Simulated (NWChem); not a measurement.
# VHCl2O2 (SMILES [O]=[V]([OH])([Cl])[Cl]): levels of theory compared

We compute a comparison of 4 runs (HF/STO-3G, HF/3-21G, B3LYP/6-31G*) of VHCl2O2. 

Program for the calculation: NWChem 7.3.0.

## Step 1: The molecule

VHCl2O2 has 6 atoms, charge 0, and is taken as a singlet. SMILES: `[O]=[V]([OH])([Cl])[Cl]`. The shape is that of a PBE0-D4/def2-TZVP optimisation. This is one conformer, not always the lowest.

Bond lengths: O1–V2 1.544 Å, V2–O3 1.737 Å, V2–Cl4 2.143 Å, V2–Cl5 2.143 Å, O3–H6 0.963 Å. Angles: O1–V2–O3 108.4°, O1–V2–Cl4 108.6°, O1–V2–Cl5 108.6°, O3–V2–Cl4 110.2°, O3–V2–Cl5 110.2°, Cl4–V2–Cl5 110.8°, V2–O3–H6 122.9°.

## Step 2: Energy and forces at HF/STO-3G (run 1)

Contents of cl2ho2v.xyz:

```xyz
6
Cl2HO2V
O     -1.255600     0.097700     1.020500
V     -0.268500     0.117800    -0.166200
O      1.258700    -0.503500     0.381200
Cl    -1.054400    -1.119700    -1.729800
Cl    -0.047700     2.141200    -0.837600
H      1.409500    -0.797400     1.285700
```

Contents of run.py:

```python
from ase.io import read
from ase.calculators.nwchem import NWChem

molecule = read('cl2ho2v.xyz')

calc = NWChem(
    label='cl2ho2v',
    theory='scf',
    memory='2200 mb',
    basis='STO-3G',
    basispar='spherical bse',
    scf={'nopen': '0', 'rhf': None, 'thresh': '1e-08', 'maxiter': '80'},
)
molecule.calc = calc

forces = molecule.get_forces()
print(f"energy = {molecule.get_potential_energy():.6f} eV")
print("forces (eV/A):")
for s, f in zip(molecule.symbols, forces):
    print(f"{s:2s} {f[0]:10.5f} {f[1]:10.5f} {f[2]:10.5f}")
print("dipole (e A):", molecule.get_dipole_moment().round(4))
```

Started as:

```sh
$ export ASE_NWCHEM_COMMAND="nwchem PREFIX.nwi > PREFIX.nwo"
$ python run.py
```

Standard output:

```text
energy = -54174.182246 eV
forces (eV/A):
O     4.48884    0.09421   -5.40415
V    -1.05765   -1.40475    6.31730
O    -4.02794    1.93193   -2.51474
Cl    0.34036    0.35533    0.43045
Cl    0.03522   -0.63182    0.16018
H     0.22122   -0.34489    1.01096
dipole (e A): [ 0.3305 -0.2709  0.6178]
```

The calculator wrote cl2ho2v.nwi:

```
title "cl2ho2v"

permanent_dir cl2ho2v

scratch_dir cl2ho2v

start cl2ho2v

geometry units angstrom nocenter noautosym noautoz
  O  -1.2556000000000000e+00 9.7699999999999995e-02 1.0205000000000000e+00
  V  -2.6850000000000002e-01 1.1780000000000000e-01 -1.6619999999999999e-01
  O  1.2586999999999999e+00 -5.0349999999999995e-01 3.8119999999999998e-01
  Cl -1.0544000000000000e+00 -1.1196999999999999e+00 -1.7298000000000000e+00
  Cl -4.7699999999999999e-02 2.1412000000000000e+00 -8.3760000000000001e-01
  H  1.4095000000000000e+00 -7.9740000000000000e-01 1.2857000000000001e+00
end

memory 2200 mb

basis spherical bse noprint
   * library STO-3G
end

scf
  nopen 0
  rhf
  thresh 1e-08
  maxiter 80
end

task scf gradient
```

cl2ho2v.nwo:

```text
Northwest Computational Chemistry Package (NWChem) 7.3.0
             --------------------------------------------------------

           Job information
           ---------------

    nwchem branch   = 7.3.0
    use scalapack   = T
    input           = cl2ho2v.nwi
    prefix          = cl2ho2v.
    data base       = cl2ho2v/cl2ho2v.db
    status          = startup
    nproc           =        1

           Memory information
           ------------------

    heap     =     72089598 doubles =      550.0 Mbytes
    stack    =     72089595 doubles =      550.0 Mbytes
    global   =    144179200 doubles =     1100.0 Mbytes (distinct from heap & stack)
    total    =    288358393 doubles =     2200.0 Mbytes
    verify   = yes
    hardfail = no

[... 133 lines left out ...]
 Convergence threshold     :          1.000E-08
[... 14 lines left out ...]
       Final RHF  results
[... 3 lines left out ...]
      One-electron energy =  -3691.423507469794
[... 1 line left out ...]
 Nuclear repulsion energy =    476.685485915949
[... 55 lines left out ...]
                       ROHF Final Molecular Orbital Analysis
[... 254 lines left out ...]
                 ----------------------------------------
                 |  Time  |  1-e(secs)   |  2-e(secs)   |
                 ----------------------------------------
                 |  CPU   |       0.00   |       1.48   |
                 ----------------------------------------
                 |  WALL  |       0.00   |       1.48   |
                 ----------------------------------------

 Task  times  cpu:        9.3s     wall:        9.3s
 Total times  cpu:        9.4s     wall:        9.4s
```

Wall time 11 s (1 thread of Intel Xeon Platinum 8375C at 2.90GHz (Ice Lake), shared host); peak memory 0.1 GiB.

## Step 3: Energy and gradient at HF/3-21G (run 2)

Contents of a.nw:

```
start a
memory stack 880 mb heap 220 mb global 1100 mb

geometry noautosym nocenter noautoz
 O    -1.255600    0.097700    1.020500
 V    -0.268500    0.117800   -0.166200
 O     1.258700   -0.503500    0.381200
 Cl   -1.054400   -1.119700   -1.729800
 Cl   -0.047700    2.141200   -0.837600
 H     1.409500   -0.797400    1.285700
end

basis spherical bse
 O library 3-21G
 V library 3-21G
 Cl library 3-21G
 H library 3-21G
end

scf
 singlet
 rhf
 thresh 1e-08
 maxiter 80
 print medium
end

task scf gradient
```

Started as:

```sh
$ nwchem a.nw > a.out
```

Standard output:

```text
[...]
  functions       =    73
[...]
  wavefunction    = RHF
[...]
         Total SCF energy =  -2002.403368127113
      One-electron energy =  -3704.920632317381
      Two-electron energy =   1225.831778274318
 Nuclear repulsion energy =    476.685485915950
        Time for solution =     10.3s
[...]
                         RHF ENERGY GRADIENTS
    atom               coordinates                        gradient
                 x          y          z           x          y          z
   1 O      -2.372740   0.184626   1.928465   -0.029979   0.000192   0.033064
   2 V      -0.507391   0.222610  -0.314072   -0.004520   0.015063  -0.049806
   3 O       2.378598  -0.951477   0.720364    0.040546  -0.014626   0.007672
   4 Cl     -1.992527  -2.115926  -3.268848    0.005825   0.008657   0.010345
   5 Cl     -0.090140   4.046281  -1.582834   -0.001184  -0.014068   0.004131
   6 H       2.663569  -1.506868   2.429621   -0.010688   0.004783  -0.005407
[...]
```

It took 13 s on 1 thread of Intel Xeon Platinum 8375C at 2.90GHz (Ice Lake), shared host; peak memory 0.1 GiB.

Run 3 isn't shown in full; the table further down has it.

## Step 4: Energy and forces at B3LYP/6-31G(d) (Cartesian functions) (run 4)

Contents of cl2ho2v.nw:

```
start cl2ho2v
title "Cl2HO2V"
memory total 2200 mb

geometry units au noautosym nocenter noautoz
  O   -2.37274012   0.18462624   1.92846551
  V   -0.50739146   0.22260974  -0.31407248
  O    2.37859827  -0.95147710   0.72036360
  Cl  -1.99252723  -2.11592634  -3.26884825
  Cl  -0.09013994   4.04628158  -1.58283460
  H    2.66356897  -1.50686761   2.42962088
end

basis
  * library 6-31G*
end

dft
  xc b3lyp
  grid fine
  convergence energy 1e-08
  iterations 100
  mulliken
end

task dft gradient
```

Started as:

```sh
$ nwchem cl2ho2v.nw > cl2ho2v.out
```

Standard output:

```text
[...]
          Wavefunction type:  closed shell.
          No. of atoms     :     6
          No. of electrons :    74
[...]
          Charge           :     0
          Spin multiplicity:     1
[...]
          AO basis - number of functions:   109
[...]
              XC Information
              --------------
                         B3LYP Method XC Potential
                     Hartree-Fock (Exact) Exchange  0.200
                        Slater Exchange Functional  0.800 local
                    Becke 1988 Exchange Functional  0.720 non-local
              Lee-Yang-Parr Correlation Functional  0.810
                  VWN I RPA Correlation Functional  0.190 local
[...]
 d= 0,ls=0.0,diis     1  -2014.5888332929 -2.49D+03  9.17D-02  8.71D+00     4.9
[...]
 d= 0,ls=0.0,diis    15  -2015.5851031724 -2.86D-09  2.32D-06  5.13D-08    52.4
         Total DFT energy =    -2015.585103172420
      One electron energy =    -3722.785789460790
           Coulomb energy =     1349.793499615261
    Exchange-Corr. energy =     -119.278264999193
 Nuclear repulsion energy =      476.685451672302
[...]
      Total Density - Mulliken Population Analysis
     ---------------------------------------------
    Atom       Charge   Shell Charges
 -----------   ------   -------------------------------------------------------
    1 O    8     8.35   1.99  0.96  2.78  1.02  1.59  0.01
    2 V   23    21.96   2.00  2.00  5.99  2.07  6.10  0.06  0.53  0.01  0.04  1.55  1.63 -0.02
    3 O    8     8.66   1.99  0.91  2.90  0.98  1.85  0.03
    4 Cl  17    17.24   2.00  1.99  5.97  1.46  3.63  0.55  1.67 -0.03
    5 Cl  17    17.24   2.00  1.99  5.97  1.46  3.63  0.55  1.67 -0.03
    6 H    1     0.54   0.46  0.08
[...]
  wavefunction    = closed shell
                         DFT ENERGY GRADIENTS
    atom               coordinates                        gradient
                 x          y          z           x          y          z
   1 O      -2.372740   0.184626   1.928466    0.009793   0.000347  -0.012354
   2 V      -0.507391   0.222610  -0.314072   -0.007439   0.000622   0.006237
   3 O       2.378598  -0.951477   0.720364   -0.003105  -0.000931   0.006884
   4 Cl     -1.992527  -2.115926  -3.268848    0.002677   0.004371   0.005417
   5 Cl     -0.090140   4.046282  -1.582835   -0.000846  -0.007063   0.002293
   6 H       2.663569  -1.506868   2.429621   -0.001079   0.002655  -0.008477
[...]
```

It took 68 s on 1 thread of Intel Xeon Platinum 8375C at 2.90GHz (Ice Lake), shared host; peak memory 0.14 GiB.

## Step 5: Overview of the runs

```tsv
run	level	iteration cap	module	energy (Eh)	dipole moment (D)	HOMO energy (eV)	LUMO energy (eV)	wall time
1	HF/STO-3G	80	scf	-1990.864493	3.61	-10.62	4.18	11 s
2	HF/3-21G	80	scf	-2002.403368	3.85	-12.92	-0.78	13 s
3	B3LYP/6-31G* (spherical functions)	100	dft	-2015.562531	2.66	-9.03	-4.06	72 s
4	B3LYP/6-31G* (Cartesian functions)	100	dft	-2015.585103	2.64	-9.01	-3.92	68 s
```

## Step 6: Outcome

```
                       quantity           value
            run 4: total energy  -2015.58510 Eh
           run 4: dipole moment          2.64 D
             run 4: HOMO energy        -9.01 eV
             run 4: LUMO energy        -3.92 eV
           run 4: HOMO–LUMO gap         5.08 eV
run 4: largest force on an atom      0.811 eV/Å
```

The dipole moment (its size) runs from 2.64 D (B3LYP/6-31G*) to 3.85 D (HF/3-21G). The two ends differ in method and basis. The HOMO–LUMO gap runs from 4.97 eV (B3LYP/6-31G*) to 14.80 eV (HF/STO-3G). In run 1 the basis is minimal, so the values are rough. All runs together took 2.7 min, the longest 72 s.
